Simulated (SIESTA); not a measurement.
InGa2N3:

```
CELL_PARAMETERS angstrom
5.00434 -2.88652 0.00000
5.00434 2.88652 0.00000
0.00000 0.00000 5.39030
ATOMIC_POSITIONS crystal
In 0.67473 0.32527 0.98970
In 0.32527 0.67473 0.48970
Ga 0.33385 0.00709 0.99257
Ga 0.99291 0.66615 0.99257
Ga 0.66615 0.99291 0.49257
Ga 0.00709 0.33385 0.49257
N 0.69256 0.30745 0.39539
N 0.30745 0.69256 0.89539
N 0.33368 0.02683 0.35888
N 0.97318 0.66632 0.35888
N 0.66632 0.97318 0.85888
N 0.02683 0.33368 0.85888
```

The cell comes from a database or a generator and needn't be the stable form of this composition.

| Property | Result |
| --- | --- |
| Program | SIESTA 5.4.2 |
| Task | single point |
| Functional | PBEsol |
| Potentials or basis | PseudoDojo 0.4 standard (PBEsol files) |
| Basis | DZP (energy shift 0.003 Ry; two zetas on semicore shells) |
| Grid cutoff | 800 Ry |
| Energy shift | 0.003 Ry |
| k mesh | 6 × 6 × 5 |
| Occupations | fermi-dirac, width 0.05 eV |
| Spin | no spin polarisation |

On this cell: pressure -2.3 GPa; largest force 0.030 eV/Å; band gap on the k mesh 0.93 eV, direct.

The same run follows on a disturbed copy (atoms moved at random, drawn with an rms of 0.05 Å):

```xyz
12
Lattice="5.0043 -2.8865 0.0000 5.0043 2.8865 0.0000 0.0000 0.0000 5.3903" Properties=species:S:1:pos:R:3 pbc="T T T"
In    5.0206   -1.0188    5.3650
In    5.0286    1.0474    2.6231
Ga    1.6813   -0.8709    5.3523
Ga    8.2873   -0.9877    5.3078
Ga    8.3318    0.8782    2.6435
Ga    1.6708    0.9900    2.6587
N     5.0130   -1.1535    2.1339
N     4.9980    1.1066    4.8370
N     1.7824   -0.8645    1.9431
N     8.1964   -0.8885    1.9214
N     8.1863    0.9006    4.6000
N     1.7680    0.9524    4.6183
```

Task: What does the disturbed cell give?

Result: The energy moves by +20.5 meV/atom; pressure -1.7 GPa; largest force 1.315 eV/Å; band gap on the k mesh 0.89 eV, direct.

Forces on the atoms (eV/Å):
```
In  -0.898  0.318 -0.259
In  -0.418 -0.728  0.234
Ga   0.316 -0.786 -0.123
Ga   0.294  1.082  0.444
Ga  -0.592  1.170  0.092
Ga   0.815 -0.683 -0.056
N   -0.561  0.902 -0.116
N    0.089  0.046 -0.237
N    0.706  0.012 -0.139
N   -0.002 -0.537 -0.278
N    0.091 -0.045  0.548
N    0.160 -0.750 -0.112
```

Stress tensor (GPa, compression positive):
```
-0.38  0.00 -0.37
 0.00 -2.88  0.26
-0.37  0.26 -1.98
```

Caveats: spin-orbit coupling is left out, which moves the levels of the heavy elements; the basis of atomic orbitals isn't converged, which shifts pressures, moduli and gaps.

